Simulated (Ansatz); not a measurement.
# Ag+ with SiH4O4: structure and interaction energy

One table from this session's results is given with a row withheld; the runs are named, their logs left out.

Method: PBE0-D4 structure, single points in def2-TZVPPD; program: Ansatz 0.2.0, Gaussian basis.

Levels: PBE-D4, revPBE-D4, BLYP-D4, r2SCAN-D4, B97M-V, PBE0-D4, B3LYP-D4, HSE06-D4, wB97X-V, wB97M-V, B2PLYP, Hartree-Fock, MP2, CCSD, CCSD(T). The reference is CCSD(T) extrapolated to the basis limit. For elements past Ar these valence bases correlate outer-core shells poorly, so that limit is rough.

Cores are frozen in the correlated methods. Filled d shells of the heavier atoms are correlated. Core potentials replace the inner electrons past krypton, and spin-orbit coupling is left out. B3LYP uses VWN-RPA correlation. B2PLYP carries no dispersion term here.

109 further runs of the same task are left out: 109 set aside as unsound or not needed.

### The system as given

The pair, from a GFN2-xTB docking trial: 10 atoms, charge 1, spin multiplicity 1.

Atoms are counted from 1 here; the program's logs count them from 0.

Bond lengths: Ag1–O2 2.371 Å, Ag1–O4 2.372 Å, O2–Si3 1.659 Å, O2–H7 0.958 Å, Si3–O4 1.662 Å, Si3–O5 1.593 Å, Si3–O6 1.598 Å, O4–H8 0.956 Å, O5–H9 0.955 Å, O6–H10 0.955 Å. Angles: O2–Ag1–O4 60.7°, Ag1–O2–Si3 102.9°, Ag1–O2–H7 136.9°, Si3–O2–H7 116.8°, O2–Si3–O4 92.4°, O2–Si3–O5 108.9°, O2–Si3–O6 116.3°, O4–Si3–O5 112.1°, O4–Si3–O6 114.4°, O5–Si3–O6 111.4°, Ag1–O4–Si3 102.7°, Ag1–O4–H8 139.1°, Si3–O4–H8 118.1°, Si3–O5–H9 125.3°, Si3–O6–H10 127.1°.

As a file:

```
Ag   -0.8850   -1.9546   -1.9519
O    -0.9136   -1.1300    0.2710
Si    0.1370    0.1517    0.2041
O     0.2367    0.0749   -1.4536
O     1.5046   -0.2660    0.9069
O    -0.4087    1.5435    0.7687
H    -1.1213   -1.4724    1.1410
H     0.6539    0.8019   -1.9141
H     2.0591    0.3138    1.4249
H    -1.2626    1.9373    0.6028
```

Atoms 1 to 1 are fragment A (Ag+), the rest fragment B (SiH4O4).

The first run:

pre/in.yaml reads:

```yaml
crystal:
  periodic: [false, false, false]
  atoms:
    - {symbol: Ag, position_ang: [-0.885000, -1.954600, -1.951900]}
    - {symbol: O, position_ang: [-0.913600, -1.130000, 0.271000]}
    - {symbol: Si, position_ang: [0.137000, 0.151700, 0.204100]}
    - {symbol: O, position_ang: [0.236700, 0.074900, -1.453600]}
    - {symbol: O, position_ang: [1.504600, -0.266000, 0.906900]}
    - {symbol: O, position_ang: [-0.408700, 1.543500, 0.768700]}
    - {symbol: H, position_ang: [-1.121300, -1.472400, 1.141000]}
    - {symbol: H, position_ang: [0.653900, 0.801900, -1.914100]}
    - {symbol: H, position_ang: [2.059100, 0.313800, 1.424900]}
    - {symbol: H, position_ang: [-1.262600, 1.937300, 0.602800]}
basis:
  gaussian: {orbitals: def2-SVP}
total_charge: 1
hamiltonian: {xc: pbe, dispersion: d4}
relax: {f_tol: 0.03, max_steps: 250}
```

Run with:

```sh
$ ansatz run in.yaml --threads 2 --pin off --events-out ev --progress --plain --max-ram 22528MiB --backend cpu
```

Among the steps run: A first relaxation in a small basis; Relaxation at PBE0-D4; wB97X-V/def2-TZVPPD; wB97M-V/def2-TZVPPD; B2PLYP/def2-TZVPPD; B97M-V/def2-TZVPPD; CCSD(T)/def2-TZVPPD; MP2/def2-QZVPPD; SPW92/def2-SVP; wB97M-V/def2-SVP; CCSD(T)/def2-SVP; Vibrations of the pair.

One table of the session follows, with a row left open; its other results are not shown here.

| method | interaction (meV) |
| --- | --- |
| PBE-D4 | -2188 |
| revPBE-D4 | -2034 |
| BLYP-D4 | -2176 |
| r2SCAN-D4 | -2264 |
| B97M-V | -2179 |
| PBE0-D4 | -2087 |
| B3LYP-D4 | ? |
| HSE06-D4 | -2080 |
| wB97X-V | -2043 |
| wB97M-V | -2048 |
| B2PLYP | -1984 |
| Hartree-Fock | -1585 |
| MP2 | -1956 |
| CCSD | -1865 |
| CCSD(T) | -1910 |
| CCSD(T)/CBS | -2070 |

Estimate the missing values for B3LYP-D4.

The run gave: interaction (meV): -2121. In the column «interaction (meV)» it lies between BLYP-D4 (-2176) and PBE0-D4 (-2087).
